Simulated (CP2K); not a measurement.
**Pade/SZV-MOLOPT-SR-GTH (core potential) run of BCl2F (dichlorofluoroborane)**

Aim: the vertical ionisation energy of BCl2F (dichlorofluoroborane) at Pade/SZV-MOLOPT-SR-GTH (core potential), from 2 runs. 

The calculation is run with CP2K 2026.2.

### 1 The molecule

The species is BCl2F (4 atoms), meant as a singlet with charge 0. SMILES: `FB(Cl)Cl`. Geometry: relaxed at PBE0-D4/def2-TZVP.

Bond lengths: F1–B2 1.310 Å, B2–Cl3 1.739 Å, B2–Cl4 1.739 Å. Angles: F1–B2–Cl3 119.3°, F1–B2–Cl4 119.3°, Cl3–B2–Cl4 121.5°.

### 2 The energy at Pade/SZV-MOLOPT-SR-GTH (core potential)

The input, job.inp:

```
&GLOBAL
 PROJECT_NAME job
 RUN_TYPE ENERGY
 PRINT_LEVEL MEDIUM
&END GLOBAL

&FORCE_EVAL
 METHOD QUICKSTEP
 &DFT
  BASIS_SET_FILE_NAME BASIS_MOLOPT
  POTENTIAL_FILE_NAME GTH_POTENTIALS
  &QS
   METHOD GPW
   EPS_DEFAULT 1.0E-10
  &END QS
  &MGRID
   CUTOFF 400
   REL_CUTOFF 50
   NGRIDS 4
  &END MGRID
  &POISSON
   PERIODIC NONE
   POISSON_SOLVER MULTIPOLE
  &END POISSON
  &SCF
   SCF_GUESS ATOMIC
   EPS_SCF 1.0E-06
   MAX_SCF 50
   &OT
    MINIMIZER DIIS
    PRECONDITIONER FULL_SINGLE_INVERSE
   &END OT
   &OUTER_SCF
    EPS_SCF 1.0E-06
    MAX_SCF 8
   &END OUTER_SCF
  &END SCF
  &XC
   &XC_FUNCTIONAL PADE
   &END XC_FUNCTIONAL
  &END XC
  &PRINT
   &MOMENTS
    PERIODIC F
    REFERENCE COM
    MAX_MOMENT 1
   &END MOMENTS
   &MO_CUBES
    NLUMO 5
    NHOMO -1
    WRITE_CUBE F
   &END MO_CUBES
   &HIRSHFELD OFF
   &END HIRSHFELD
  &END PRINT
 &END DFT
 &SUBSYS
  &CELL
   ABC 10 9 8.4
   PERIODIC NONE
  &END CELL
  &COORD
   UNIT bohr
   F      0.2161280    -2.2021356    -1.4762352
   B      0.0149477    -0.1523308    -0.1021208
   Cl    -2.9282062     0.7063418     1.0798273
   Cl     2.6971305     1.6481057     0.4985286
  &END COORD
  &TOPOLOGY
   &CENTER_COORDINATES
   &END CENTER_COORDINATES
  &END TOPOLOGY
  &KIND F
   BASIS_SET SZV-MOLOPT-SR-GTH-q7
   POTENTIAL GTH-PADE-q7
  &END KIND
  &KIND B
   BASIS_SET SZV-MOLOPT-SR-GTH-q3
   POTENTIAL GTH-PADE-q3
  &END KIND
  &KIND Cl
   BASIS_SET SZV-MOLOPT-SR-GTH-q7
   POTENTIAL GTH-PADE-q7
  &END KIND
 &END SUBSYS
&END FORCE_EVAL
```

On the command line:

```
OMP_NUM_THREADS=1 cp2k.psmp -i job.inp > job.out 2>&1
```

Output:

```text
CP2K| version string:                                       CP2K version 2026.2
[...]
 GLOBAL| Method name                                                        CP2K
[...]
 GLOBAL| Run type                                                         ENERGY
[...]
 DFT| Spin restricted Kohn-Sham (RKS) calculation                            RKS
 DFT| Multiplicity                                                             1
[...]
 DFT| Charge                                                                   0
[...]
 FUNCTIONAL| PADE:
 QS| Method:                                                                 GPW
[...]
 QS| Density cutoff [a.u.]:                                                200.0
[...]
 QS| Relative density cutoff [a.u.]:                                        25.0
[...]
                             - Atoms:                                          4
[...]
                             - Spherical basis functions:                     16
[...]
 Number of electrons:                                                         24
[...]
     1 OT DIIS     0.80E-01    0.2     0.32831205       -55.9505429314 -5.60E+01
[...]
    21 OT DIIS     0.80E-01    0.2     0.00000062       -56.9609596573 -1.82E-11
  *** SCF run converged in    21 steps ***
[...]
  Overlap energy of the core charge distribution:               0.00000341449578
  Self energy of the core charge distribution:               -136.53277343497780
  Core Hamiltonian energy:                                     35.61714259282469
  Hartree energy:                                              55.28905864105721
  Exchange-correlation energy:                                -11.33439087069211
  Total energy:                                               -56.96095965729223
[...]
                     Mulliken Population Analysis
 #  Atom  Element  Kind  Atomic population                           Net charge
       1     F        1          7.321440                             -0.321440
       2     B        2          2.556645                              0.443355
       3     Cl       3          7.060866                             -0.060866
       4     Cl       3          7.061049                             -0.061049
 # Total charge                             24.000000                  0.000000
[...]
  Dipole moment [Debye]
    X= -0.2815249E-01 Y=  0.2731774E+00 Z=  0.1833041E+00  Total=      0.3301800
[...]
 HOMO - LUMO gap [eV] :    5.607012
 ENERGY| Total FORCE_EVAL ( QS ) energy [hartree]            -56.960959657292229
[...]
```

Run time: 6 s. Hardware: 1 thread of Arm Neoverse V2, shared host; peak memory 0.63 GiB.

### 3 The doublet cation

The input, qs.inp:

```
&GLOBAL
 PROJECT qs
 RUN_TYPE ENERGY
 PRINT_LEVEL MEDIUM
&END GLOBAL

&FORCE_EVAL
 METHOD QUICKSTEP
 &DFT
  BASIS_SET_FILE_NAME BASIS_MOLOPT
  POTENTIAL_FILE_NAME GTH_POTENTIALS
  CHARGE 1
  MULTIPLICITY 2
  SPIN_POLARIZED T
  &QS
   METHOD GPW
   EPS_DEFAULT 1.0E-10
  &END QS
  &MGRID
   CUTOFF 400
   REL_CUTOFF 50
   NGRIDS 4
  &END MGRID
  &POISSON
   PERIODIC NONE
   POISSON_SOLVER MULTIPOLE
  &END POISSON
  # self-consistent field
  &SCF
   SCF_GUESS ATOMIC
   EPS_SCF 1.0E-06
   MAX_SCF 50
   &OT
    MINIMIZER CG
    PRECONDITIONER FULL_ALL
   &END OT
   &OUTER_SCF
    EPS_SCF 1.0E-06
    MAX_SCF 10
   &END OUTER_SCF
  &END SCF
  # exchange and correlation
  &XC
   &XC_FUNCTIONAL PADE
   &END XC_FUNCTIONAL
  &END XC
  # extra output
  &PRINT
   &MOMENTS
    PERIODIC F
    REFERENCE COM
    MAX_MOMENT 1
   &END MOMENTS
   &MO_CUBES
    NLUMO 5
    NHOMO -1
    WRITE_CUBE F
   &END MO_CUBES
   &HIRSHFELD OFF
   &END HIRSHFELD
  &END PRINT
 &END DFT
 # atoms, cell and kinds
 &SUBSYS
  # vacuum box
  &CELL
   ABC 10 9 8.4
   PERIODIC NONE
  &END CELL
  &COORD
   F      0.114370    -1.165320    -0.781190
   B      0.007910    -0.080610    -0.054040
   Cl    -1.549540     0.373780     0.571420
   Cl     1.427260     0.872140     0.263810
  &END COORD
  &TOPOLOGY
   &CENTER_COORDINATES
   &END CENTER_COORDINATES
  &END TOPOLOGY
  &KIND F
   BASIS_SET SZV-MOLOPT-SR-GTH-q7
   POTENTIAL GTH-PADE-q7
  &END KIND
  &KIND B
   BASIS_SET SZV-MOLOPT-SR-GTH-q3
   POTENTIAL GTH-PADE-q3
  &END KIND
  &KIND Cl
   BASIS_SET SZV-MOLOPT-SR-GTH-q7
   POTENTIAL GTH-PADE-q7
  &END KIND
 &END SUBSYS
&END FORCE_EVAL
```

On the command line:

```
OMP_NUM_THREADS=1 cp2k.psmp -i qs.inp > qs.out 2>&1
```

Output:

```text
CP2K| version string:                                       CP2K version 2026.2
[...]
 GLOBAL| Method name                                                        CP2K
[...]
 GLOBAL| Run type                                                         ENERGY
[...]
 DFT| Spin unrestricted (spin-polarized) Kohn-Sham calculation               UKS
 DFT| Multiplicity                                                             2
[...]
 DFT| Charge                                                                   1
[...]
 FUNCTIONAL| PADE:
 QS| Method:                                                                 GPW
[...]
 QS| Density cutoff [a.u.]:                                                200.0
[...]
 QS| Relative density cutoff [a.u.]:                                        25.0
[...]
                             - Atoms:                                          4
[...]
                             - Spherical basis functions:                     16
[...]
 Number of electrons:                                                         12
[...]
     1 OT CG       0.15E+00    0.4     0.20550291       -55.3274629499 -5.53E+01
[...]
    45 OT CG       0.25E+00    0.5     0.00000078       -56.5154378350 -4.93E-11
  *** SCF run converged in    45 steps ***
[...]
  Overlap energy of the core charge distribution:               0.00000341449553
  Self energy of the core charge distribution:               -136.53277343497780
  Core Hamiltonian energy:                                     34.27008935796837
  Hartree energy:                                              56.54754385937792
  Exchange-correlation energy:                                -10.80030103184981
  Total energy:                                               -56.51543783498579
[...]
                     Mulliken Population Analysis
 #  Atom  Element  Kind  Atomic population (alpha,beta) Net charge  Spin moment
       1     F        1         3.644612     3.591586    -0.236198     0.053026
       2     B        2         1.196965     1.241250     0.561785    -0.044285
       3     Cl       3         3.579297     3.083380     0.337322     0.495917
       4     Cl       3         3.579125     3.083784     0.337091     0.495341
 # Total charge and spin       12.000000    11.000000     1.000000     1.000000
[...]
  Dipole moment [Debye]
    X= -0.1175748E+00 Y=  0.1180353E+01 Z=  0.7932394E+00  Total=      1.4269849
[...]
 HOMO - LUMO gap [eV] :    0.303565
 ENERGY| Total FORCE_EVAL ( QS ) energy [hartree]            -56.515437834985789
[...]
```

Wall time 38 s (1 thread of Arm Neoverse V2, shared host); peak memory 0.69 GiB.

### 4 Results

At Pade/SZV-MOLOPT-SR-GTH (core potential):

| quantity | value |
| --- | --- |
| singlet BCl2F: total energy | -56.96096 Eh |
| singlet BCl2F: dipole moment | 0.33 D |
| singlet BCl2F: HOMO energy | -7.93 eV |
| singlet BCl2F: LUMO energy | -2.32 eV |
| singlet BCl2F: HOMO–LUMO gap | 5.61 eV |
| doublet cation: total energy | -56.51544 Eh |
| doublet cation: HOMO energy (highest over α and β) | -16.58 eV |
| doublet cation: LUMO energy (lowest over α and β) | -16.27 eV |
| doublet cation: ⟨S²⟩ | 0.751 |
| vertical ionisation energy (to the doublet cation) | 12.123 eV |

What this shows: The vertical ionisation energy comes to 12.12 eV (1170 kJ/mol). −ε(HOMO) before ionisation, 7.93 eV, is 4.20 eV below this ionisation energy. In a minimal basis such a difference can be off by several eV, whatever the method.
